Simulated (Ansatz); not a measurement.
# Ti2PS: the cost of one run

Method: reference: DFT r2SCAN+U, plane waves, PAW, scalar-relativistic, collinear spin, in Ansatz 0.2.0.

**1. The system as given**

Symmetry: P6_3/mmc, No. 194, hexagonal system. Conventional cell: a = 3.374 Å, b = 3.374 Å, c = 11.774 Å, α = 90.00°, β = 90.00°, γ = 120.00°. Around Ti (site symmetry 3m) lie 3 P at 2.27 Å and 3 S at 2.64 Å. Around P (site symmetry -3m) lie 6 Ti at 2.27 Å. S (site symmetry -6m2) is surrounded by 6 Ti at 2.64 Å.

Structure file:

```xyz
8
Lattice="1.6872 2.9224 0.0000 -1.6872 2.9224 0.0000 0.0000 0.0000 11.7738" Properties=species:S:1:pos:R:3 pbc="T T T"
Ti    0.0000    1.9482    1.1656
Ti    0.0000    3.8965    7.0525
Ti    0.0000    1.9482    4.7213
Ti    0.0000    3.8965   10.6082
P     0.0000    0.0000    0.0000
P     0.0000    0.0000    5.8869
S     0.0000    3.8965    2.9434
S     0.0000    1.9482    8.8303
```

**2. Baseline**

File input.yaml:

```yaml
crystal:
  lattice:
    - [1.68722634, 2.92235982, 0.0]
    - [-1.68722634, 2.92235982, 0.0]
    - [0.0, 0.0, 11.77378867]
  atoms:
    - { symbol: Ti, position: [0.33333, 0.33334, 0.099], spin: 0.7 }
    - { symbol: Ti, position: [0.66666, 0.66667, 0.599], spin: -0.7 }
    - { symbol: Ti, position: [0.33333, 0.33334, 0.401], spin: 0.7 }
    - { symbol: Ti, position: [0.66667, 0.66667, 0.901], spin: -0.7 }
    - { symbol: P, position: [0.0, 0.0, 0.0] }
    - { symbol: P, position: [0.0, 0.0, 0.5] }
    - { symbol: S, position: [0.66667, 0.66666, 0.25] }
    - { symbol: S, position: [0.33334, 0.33333, 0.75] }
kpoints:
  mp_grid: { grid: [6, 6, 2], shift: [0, 0, 0] }
magnetization:
  spin_polarized: true
scf:
  occupations: { method: fermi_dirac }
hamiltonian:
  pseudopotentials: { kind: paw }
  xc: r2scan
  hubbard:
    projectors: all-electron-ortho-atomic
    sites: [{ species: Ti, l: d, u_eff: 3.05 }]
basis:
  ecutwfc: 500
output:
  forces: true
  stress: true
  eigenvalues: true
  write_density: true
  write_potential: true
  elf: true
  volumetric_format: npy
```

Launch:

```
$ ansatz run input.yaml --threads 1 --pin off --max-ram 2560MiB --backend cpu --events-out ev --progress --plain --runs-dir out
```

**Question.** How long does this run take on 1 thread of Intel Xeon Platinum 8559C (Emerald Rapids), shared host, and how much memory does it need?

About 91 s, with a peak of 0.77 GiB.
